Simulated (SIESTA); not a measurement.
MoPt2 under changes of volume

One of the cells (15.067 Å³/atom); the others are scaled copies at fixed shape and fractional positions:

```xyz
3
Lattice="-1.3831 1.9705 4.1463 1.3831 -1.9705 4.1463 1.3831 1.9705 -4.1463" Properties=species:S:1:pos:R:3 pbc="T T T"
Pt    0.0000    0.0000    2.9273
Pt    0.0000    0.0000    5.3653
Mo    0.0000    0.0000    0.0000
```

| Item | Value |
| --- | --- |
| Program | SIESTA 5.4.2 |
| Functional | PBEsol |
| Potentials or basis | PseudoDojo 0.4 standard (PBEsol files) |
| Basis | DZP (energy shift 0.003 Ry; two zetas on semicore shells) |
| Grid cutoff | 800 Ry |
| Energy shift | 0.003 Ry |
| k mesh | 12 × 12 × 12 |
| Occupations | fermi-dirac, width 0.05 eV |
| Spin | no spin polarisation |

| volume (Å³/atom) | energy over the lowest point (meV/atom) | pressure (GPa) | largest force (eV/Å) |
| --- | --- | --- | --- |
| 13.885 | 196.70 | 43.3 | 7.476 |
| 14.180 | ? | ? | ? |
| 14.476 | 72.99 | 24.6 | 6.414 |
| 15.067 | 11.69 | 9.3 | 5.470 |
| 15.362 | 0.45 | 3.1 | 5.064 |
| 15.658 | 0.00 | -2.4 | 4.662 |

Q: What does the run at 14.180 Å³/atom give?

A: Energy over the lowest point 126.22 meV/atom; pressure 33.4 GPa; largest force 6.939 eV/Å.

Worked out: A Birch-Murnaghan fit of order 3 (a polynomial in V^(-2/3)) to the other rows has its minimum at 15.52 Å³/atom with B0 = V·E''(V) = 294 GPa and B' = 5.1 at fixed shape and positions, which overstates the stiffness. It gives 126.19 meV/atom at 14.180 Å³/atom, against the run's 126.22, and -dE/dV = 33.4 GPa, against 33.4.

Energies are extrapolated to zero smearing.

Caveats: short orbitals over semicore shells can move pressures by several GPa; the basis of atomic orbitals isn't converged, which shifts pressures, moduli and gaps; forces of over 1 eV/Å show positions far from the minimum, so gaps and moduli don't describe the material at rest.
